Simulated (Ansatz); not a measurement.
**CuOH (SMILES [Cu]O): B3LYP/6-31G(d) (Cartesian functions)**

What is the vertical ionisation energy of CuOH at B3LYP/6-31G* (Cartesian functions)? 

Program for the calculation: Ansatz 0.2.0.

29 further runs of the same task are left out: 29 set aside as unsound or not needed.

### Step 1. Starting point

CuOH has 3 atoms, charge 0, and is taken as a singlet. SMILES: `[Cu]O`. The coordinates come from a PBE0-D4/def2-TZVP relaxation.

Bond lengths: Cu1–O2 1.785 Å, O2–H3 0.962 Å. Angles: Cu1–O2–H3 109.0°.

### Step 2. The energy at B3LYP/6-31G(d) (Cartesian functions)

The input, molecule.yaml:

```yaml
crystal:
  periodic: [false, false, false]
  atoms:
    - {symbol: Cu, position_ang: [-1.152790, 0.285260, -0.596950]}
    - {symbol: O, position_ang: [0.412870, 0.307820, 0.260030]}
    - {symbol: H, position_ang: [0.739920, -0.593080, 0.336920]}
basis:
  gaussian: {orbitals: "6-31G*"}
total_charge: 0
hamiltonian: {xc: {name: B3LYP}}
accuracy: high
output: {orbitals: {seedname: orbitals}}
```

Command:

```console
ansatz run molecule.yaml --threads 1 --pin off --max-ram 3480MiB --events-out events.jsonl --progress --plain --runs-dir runs
```

What it wrote:

```text
Warning: RAYON_NUM_THREADS=1 ignored (pool sized by the plan → 1); use --threads N
Functional definition: B3LYP
  name "B3LYP"
  parameter a0 = 0.2
  parameter ax = 0.72
  parameter ac = 0.81
  exchange = (1 - a0 - ax)*slater_x + ax*b88_x + a0*exact_x
  correlation = (1 - ac)*vwn_rpa_c + ac*lyp_c
937 factors; integrals over basis functions are off by at most 4.1e-9 eV
mean field evaluation 1: about -46686.4961 eV, gradient 7.5e1 eV
mean field evaluation 2: about -46441.2634 eV, gradient 3.8e2 eV
mean field evaluation 4: about -46694.6704 eV, gradient 2.2e1 eV
mean field evaluation 8: about -46695.6596 eV, gradient 8.8e-1 eV
mean field evaluation 16: about -46695.7216 eV, gradient 3.1e-4 eV
mean field -46695.72163261 eV, -1716.0361185017 hartree, gradient 6.7e-8 eV, S^2 0.000000; 0 other end points of the search recorded, 0 dependent functions left out
reference -46695.72166064 eV, -1716.0361195318 hartree; 19, 19 occupied and 34, 34 virtual orbitals, 937 factors
Total energy: -46695.72166064 eV, -1716.0361195318 hartree
```

Wall time 5.7 s (1 thread of Arm Neoverse V1, shared host); peak memory 0.13 GiB.

### Step 3. The doublet cation

The input, run.yaml:

```yaml
crystal:
  periodic: [false, false, false]
  atoms:
    - {symbol: Cu, position_ang: [-1.152790, 0.285260, -0.596950]}
    - {symbol: O, position_ang: [0.412870, 0.307820, 0.260030]}
    - {symbol: H, position_ang: [0.739920, -0.593080, 0.336920]}
basis:
  gaussian:
    orbitals: "6-31G*"
accuracy: high
output:
  orbitals: {seedname: orbitals}
hamiltonian:
  xc: {name: B3LYP}
total_charge: 1
magnetization:
  spin_polarized: true
  initial_magnetization: 1
```

Command:

```console
ansatz run run.yaml --threads 1 --pin off --max-ram 3480MiB --events-out events.jsonl --progress --plain --runs-dir runs
```

What it wrote:

```text
Warning: RAYON_NUM_THREADS=1 ignored (pool sized by the plan → 1); use --threads N
[... 7 set-up lines as earlier in the session ...]
937 factors; integrals over basis functions are off by at most 4.1e-9 eV
mean field evaluation 1: about -46669.5624 eV, gradient 8.9e1 eV
mean field evaluation 2: about -45888.4790 eV, gradient 3.1e2 eV
mean field evaluation 4: about -46678.6029 eV, gradient 5.0e1 eV
mean field evaluation 8: about -46687.3511 eV, gradient 1.1e0 eV
mean field evaluation 16: about -46687.4028 eV, gradient 2.9e-3 eV
mean field evaluation 32: about -46687.4028 eV, gradient 1.1e-6 eV
mean field -46687.40276944 eV, -1715.7304059187 hartree, gradient 7.2e-8 eV, S^2 0.755491; 5 other end points of the search recorded, 0 dependent functions left out
reference -46687.40279918 eV, -1715.7304070118 hartree; 19, 18 occupied and 34, 35 virtual orbitals, 937 factors
Total energy: -46687.40279918 eV, -1715.7304070118 hartree
```

Wall time 13 s (1 thread of Arm Neoverse V1, shared host); peak memory 0.2 GiB.

### Step 4. Results

Level: B3LYP/6-31G* (Cartesian functions).

```
                                          quantity           value
                        singlet CuOH: total energy  -1716.03612 Eh
                         singlet CuOH: HOMO energy        -5.82 eV
                         singlet CuOH: LUMO energy        -2.63 eV
                       singlet CuOH: HOMO–LUMO gap         3.20 eV
                      doublet cation: total energy  -1715.73041 Eh
doublet cation: HOMO energy (highest over α and β)       -14.65 eV
 doublet cation: LUMO energy (lowest over α and β)       -11.34 eV
                              doublet cation: ⟨S²⟩           0.755
vertical ionisation energy (to the doublet cation)        8.319 eV
```

Removing an electron at fixed nuclei costs 8.32 eV (803 kJ/mol). The negative HOMO energy of the first species, 5.82 eV, lies 2.50 eV below that difference.
